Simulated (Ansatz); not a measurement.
# C3H8O3Si: the cost of one run

Program: Ansatz 0.2.0. Level of theory: RKS BHLYP-D4/STO-3G. These are calculated values, not measurements.

## (1) The starting structure

Bond lengths (14 of 15 bonds, heavy atoms first): C1–O2 1.472 Å, O2–C3 1.430 Å, C3–O4 1.537 Å, O4–Si5 1.631 Å, C3–C6 1.491 Å, C3–O7 1.414 Å, C6–O7 1.447 Å, C1–H8 1.079 Å, C1–H9 1.145 Å, C1–H10 1.058 Å, Si5–H11 1.488 Å, Si5–H12 1.455 Å, Si5–H13 1.534 Å, C6–H14 1.072 Å. Angles (14 of 27 angles, heavy atoms first): C1–O2–C3 113.4°, O2–C3–O4 116.3°, O2–C3–C6 119.5°, O2–C3–O7 117.5°, O4–C3–C6 118.2°, O4–C3–O7 113.3°, C6–C3–O7 59.6°, C3–O4–Si5 115.6°, C3–C6–O7 57.5°, C3–O7–C6 62.8°, O2–C1–H8 109.0°, O2–C1–H9 105.7°, O2–C1–H10 106.7°, O4–Si5–H11 105.6°.

Coordinates:

```xyz
15

C    -0.4176   -2.2069    0.3898
O    -0.7070   -0.9926   -0.3908
C    -0.4612    0.2169    0.3308
O     1.0133    0.6072    0.5229
Si    1.8182    1.0115   -0.8365
C    -1.4803    1.3057    0.3094
O    -1.2603    0.4705    1.4700
H     0.6059   -2.1693    0.7300
H    -1.1553   -2.1953    1.2650
H    -0.6316   -3.0308   -0.2387
H     3.1070    1.5969   -0.3785
H     2.0910   -0.1669   -1.6460
H     1.0217    2.0662   -1.6143
H    -1.1988    2.3360    0.3981
H    -2.3669    1.1001   -0.2819
```

## (2) Relaxing the start

File input.yaml:

```yaml
crystal:
  periodic: [false, false, false]
  atoms:
    - { symbol: C, position_ang: [-0.4176, -2.2069, 0.3898] }
    - { symbol: O, position_ang: [-0.707, -0.9926, -0.3908] }
    - { symbol: C, position_ang: [-0.4612, 0.2169, 0.3308] }
    - { symbol: O, position_ang: [1.0133, 0.6072, 0.5229] }
    - { symbol: Si, position_ang: [1.8182, 1.0115, -0.8365] }
    - { symbol: C, position_ang: [-1.4803, 1.3057, 0.3094] }
    - { symbol: O, position_ang: [-1.2603, 0.4705, 1.47] }
    - { symbol: H, position_ang: [0.6059, -2.1693, 0.73] }
    - { symbol: H, position_ang: [-1.1553, -2.1953, 1.265] }
    - { symbol: H, position_ang: [-0.6316, -3.0308, -0.2387] }
    - { symbol: H, position_ang: [3.107, 1.5969, -0.3785] }
    - { symbol: H, position_ang: [2.091, -0.1669, -1.646] }
    - { symbol: H, position_ang: [1.0217, 2.0662, -1.6143] }
    - { symbol: H, position_ang: [-1.1988, 2.336, 0.3981] }
    - { symbol: H, position_ang: [-2.3669, 1.1001, -0.2819] }
basis:
  gaussian: { orbitals: STO-3G }
hamiltonian:
  xc: { name: BHLYP }
  dispersion: d4
relax:
  f_tol: 0.02
  max_steps: 40
output:
  orbitals: {}
```

Started as:

```sh
$ ansatz run input.yaml --threads 1 --pin off --max-ram 2048MiB --backend cpu --events-out ev --progress --plain --runs-dir out
```

**Question.** How long does this run take on 1 thread of Arm Neoverse V1, shared host, and how much memory does it need?

About 81 s, with a peak of 0.14 GiB.
